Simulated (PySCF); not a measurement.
**GeF+: bond curves at several levels of theory**

One table from this session's results is given with a row withheld; the runs are named, their logs left out.

The runs use PySCF 2.14.0; Ge cc-pVDZ-PP with ECP10, F cc-pVDZ, scalar-relativistic core potentials.

The first run:

A driver script around PySCF takes these settings:

- atoms: Ge, F
- charge: 1
- basis: Ge cc-pVDZ-PP with ECP10, F cc-pVDZ
- Hamiltonian: scalar-relativistic core potentials
- basis functions: 37
- electrons treated: 30
- masses in u: 73.9212, 18.9984
- levels: PBE0, PBE, r²SCAN, BHandHLYP, BLYP, r²SCANh, LC-ωPBE, HF, MP2, SCS-MP2, CCSD, CCSD(T)
- grid: 80 radial by 434 angular points
- occupations: held fixed by the projection of orbital angular momentum
- dissociation limit: Ge+ + F, each in its ground configuration
- starting distance in angstrom: 1.875
- values of 2S to try: 0, 2

On the command line:

```bash
> OMP_NUM_THREADS=1 python dia.py task.json out
```

Among the steps run: Set-up; First curve: PBE0; Excited determinants; PBE (GGA); r²SCAN; BHandHLYP (global hybrid GGA); BLYP (GGA); r²SCANh; LC-ωPBE (range-separated hybrid); RHF (mean field); MP2 and coupled cluster.

One of the session's tables, all rows but one given; the rest of the session is left out.

```
      level  Re (Å)  ωe (cm⁻¹)  De (eV)
        RHF   1.688        832     3.26
    RHF-MP2       ?          ?        ?
RHF-SCS-MP2   1.708        802     5.17
   RHF-CCSD   1.707        803     4.92
RHF-CCSD(T)   1.712        789     5.07
        PBE   1.732        752     5.97
       BLYP   1.737        744     5.88
     r²SCAN   1.711        785     5.63
    r²SCANh   1.705        796     5.45
       PBE0   1.710        791     5.40
  BHandHLYP   1.697        814     4.90
    LC-ωPBE   1.701        814     5.50
```

**Question.** Estimate the row for RHF-MP2.

The run gave: Re (Å): 1.708; ωe (cm⁻¹): 804; De (eV): 5.38.
